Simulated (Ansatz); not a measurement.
What does this script print? It uses Ansatz 0.2.0 through its Python package.

`li.py`:
```python
"""Projected density of states of Li."""

import logging
import sys

import ansatz as az
from ase import Atoms
import numpy as np

logging.basicConfig(stream=sys.stdout, format="%(name)s: %(message)s")
logger = logging.getLogger("li")
logger.setLevel(logging.INFO)

SMEARING = "fermi_dirac"
SMEARING_WIDTH = 0.1
XC = "pbesol"
MESH = (5, 5, 5)
N_EMPTY = 14

atoms = Atoms(
    ["Li", "Li", "Li", "Li"],
    scaled_positions=[
        [0.874568, 0.125432, 0.625432],
        [0.374568, 0.374568, 0.374568],
        [0.125432, 0.625432, 0.874568],
        [0.625432, 0.874568, 0.125432],
    ],
    cell=[
        [4.45444, 0.0, 0.0],
        [0.0, 4.45444, 0.0],
        [0.0, 0.0, 4.45444],
    ],
    pbc=True,
)
xtal = az.Crystal.from_ase(atoms)

job = (
    xtal.calculation()
    .occupations(SMEARING, width=SMEARING_WIDTH)
    .functional(XC)
    .kpoints(*MESH)
    .basis(31 * az.Ry)
    .scf(extra_bands=N_EMPTY)
    .density_of_states(projected=True, energy_step=0.05)
)
try:
    out = job.run()
except az.NonConvergedError as error:
    sys.exit(f"no convergence: {error}")
except az.RefusalError as error:
    sys.exit(f"input refused: {error}")
report = out.report

dos = out.density_of_states()
energy = np.asarray(dos.energies_ev) - dos.fermi_ev
curves = {}
for site in out.projected_density_of_states().sites:
    for shell in site.shells:
        weight = sum(np.sum(curve.g_bin_mean_per_ev, axis=0) for curve in shell.curves)
        name = f"{site.species} {shell.label}"
        curves[name] = curves.get(name, 0) + weight

logger.info("E-EF   " + " ".join(f"{name:>8s}" for name in curves))
for e in np.arange(-6, 6 + 0.1, 1.0):
    logger.info(f"{e:5.1f}  " + " ".join(f"{np.interp(e, energy, g):8.3f}" for g in curves.values()))
```

`python li.py` gives:
```text
li: E-EF      Li 1S    Li 2S
li:  -6.0     0.000    0.000
li:  -5.0     0.000    0.000
li:  -4.0     0.000    0.000
li:  -3.0     0.031    0.550
li:  -2.0     0.019    1.037
li:  -1.0     0.012    1.901
li:   0.0     0.005    1.450
li:   1.0     0.026    1.360
li:   2.0     0.009    0.315
li:   3.0     0.016    0.674
li:   4.0     0.000    0.049
li:   5.0     0.004    0.122
li:   6.0     0.007    0.176
```

The mesh is modest for a metal, so energies can be off by several to tens of meV an atom and pressures by half a GPa or more; differences at equal mesh fare better. Within a few hundredths of an angstrom the cell has the higher group P4_132; the lower one is a small distortion. This isn't the structure that Li takes at ambient conditions. Curves are summed over the cell's atoms. Only shells that the potentials hold have channels, so projections don't add up to the total, least of all where a shell is missing (p of most metals); heights and places of peaks move with the mesh. The density of states is complete only as far up as bands were computed. Timing: 2.1 s on 1 thread of Arm Neoverse V1 (shared host), peak memory 0.35 GiB.
